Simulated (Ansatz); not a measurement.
**Cl₂H₄N₂Zr: one species, many methods**

One table from this session's results is given with a row withheld; the runs are named, their logs left out.

Method: functionals in def2-TZVPP, the program's frozen cores in correlated methods; program: Ansatz 0.2.0, Gaussian basis.

The runs, in order: LDA (SPW92), PBE-D4, revPBE-D4, BLYP-D4, r2SCAN-D4, B97M-V, PBE0-D4, B3LYP-D4, r2SCANh-D4, r2SCAN0-D4, HSE06-D4, BHLYP-D4, CAM-B3LYP-D4, LC-ωPBE, ωB97X-V, ωB97M-V, B2PLYP, PBE-QIDH; CCSD(T)/def2-SVP; CCSD(T)/def2-TZVPP; MP2/def2-QZVPP; extrapolation to the limit; RPA on PBE.

### Structure used throughout

An earlier PBE0-D4 in a triple-zeta def2 set relaxation fixed the geometry. Zr takes the def2 core potential; no spin-orbit term is included.

SMILES `[NH2][Zr]([NH2])([Cl])[Cl]`, 9 atoms, charge 0, spin multiplicity 1.

Atoms are counted from 1 here; the program's logs count them from 0.

Bond lengths: N1–Zr2 2.010 Å, N1–H6 1.012 Å, N1–H7 1.010 Å, Zr2–N3 2.006 Å, Zr2–Cl4 2.363 Å, Zr2–Cl5 2.363 Å, N3–H8 1.012 Å, N3–H9 1.012 Å. Angles: Zr2–N1–H6 124.2°, Zr2–N1–H7 126.6°, H6–N1–H7 109.2°, N1–Zr2–N3 105.2°, N1–Zr2–Cl4 108.7°, N1–Zr2–Cl5 108.7°, N3–Zr2–Cl4 110.4°, N3–Zr2–Cl5 110.4°, Cl4–Zr2–Cl5 113.1°, Zr2–N3–H8 125.3°, Zr2–N3–H9 125.3°, H8–N3–H9 109.1°.

As a file:

```csv
atom,x (Å),y (Å),z (Å)
N1,-1.4011,0.8290,0.4357
Zr2,0.4900,0.1480,0.4307
N3,0.6032,-1.0802,-1.1507
Cl4,0.8693,-1.0499,2.4319
Cl5,1.9546,1.9817,0.1548
H6,-1.7716,1.4757,1.1206
H7,-2.1277,0.5930,-0.2250
H8,0.4641,-2.0823,-1.1232
H9,0.9192,-0.8152,-2.0749
```

Set-up of the first run:

in.yaml reads:

```yaml
crystal:
  periodic: [false, false, false]
  atoms:
    - {symbol: N, position_ang: [-1.401143, 0.828974, 0.435730]}
    - {symbol: Zr, position_ang: [0.489997, 0.148038, 0.430692]}
    - {symbol: N, position_ang: [0.603189, -1.080185, -1.150698]}
    - {symbol: Cl, position_ang: [0.869293, -1.049852, 2.431943]}
    - {symbol: Cl, position_ang: [1.954616, 1.981747, 0.154774]}
    - {symbol: H, position_ang: [-1.771600, 1.475706, 1.120641]}
    - {symbol: H, position_ang: [-2.127688, 0.593031, -0.224975]}
    - {symbol: H, position_ang: [0.464132, -2.082281, -1.123184]}
    - {symbol: H, position_ang: [0.919193, -0.815168, -2.074923]}
basis:
  gaussian: {orbitals: def2-TZVPP}
hamiltonian: {xc: lda}
output: {orbitals: {seedname: orbitals}}
```

The run is started by

```sh
$ ansatz run in.yaml --threads 4 --pin off --events-out ev --progress --plain --max-ram 10444MiB
```

Among the steps run: LDA; PBE-D4 (GGA); revPBE-D4 (GGA); BLYP-D4 (GGA); r2SCAN-D4 (meta-GGA); B97M-V (meta-GGA); B3LYP-D4 (hybrid); r2SCANh-D4 (hybrid); r2SCAN0-D4 (hybrid); HSE06-D4 (hybrid); BHLYP-D4 (hybrid); CAM-B3LYP-D4 (range-separated); LC-ωPBE (range-separated); ωB97X-V (range-separated); ωB97M-V (range-separated); B2PLYP (double hybrid); PBE-QIDH (double hybrid).

One table of the session follows, with a row left open; its other results are not shown here.

It belongs to the step «Orbital energies across the functionals». 

```
  functional  HOMO (eV)  gap (eV)
 LDA (SPW92)      -6.64      4.20
      PBE-D4      -6.45      4.25
   revPBE-D4      -6.38      4.27
     BLYP-D4      -6.30      4.22
   r2SCAN-D4      -6.75      4.72
      B97M-V      -6.79      4.79
     PBE0-D4      -7.82      6.48
    B3LYP-D4      -7.56      5.99
  r2SCANh-D4      -7.26      5.55
  r2SCAN0-D4      -8.04      6.81
    HSE06-D4          ?         ?
    BHLYP-D4      -9.08      8.74
CAM-B3LYP-D4      -9.22      8.98
     LC-ωPBE     -10.65     11.59
     ωB97X-V     -10.25     11.08
     ωB97M-V     -10.13     10.78
```

Q: Estimate the row for HSE06-D4 from the others.

As computed: HOMO (eV): -7.41; gap (eV): 5.69. In the column «HOMO (eV)» it lies between B3LYP-D4 (-7.56) and r2SCANh-D4 (-7.26).
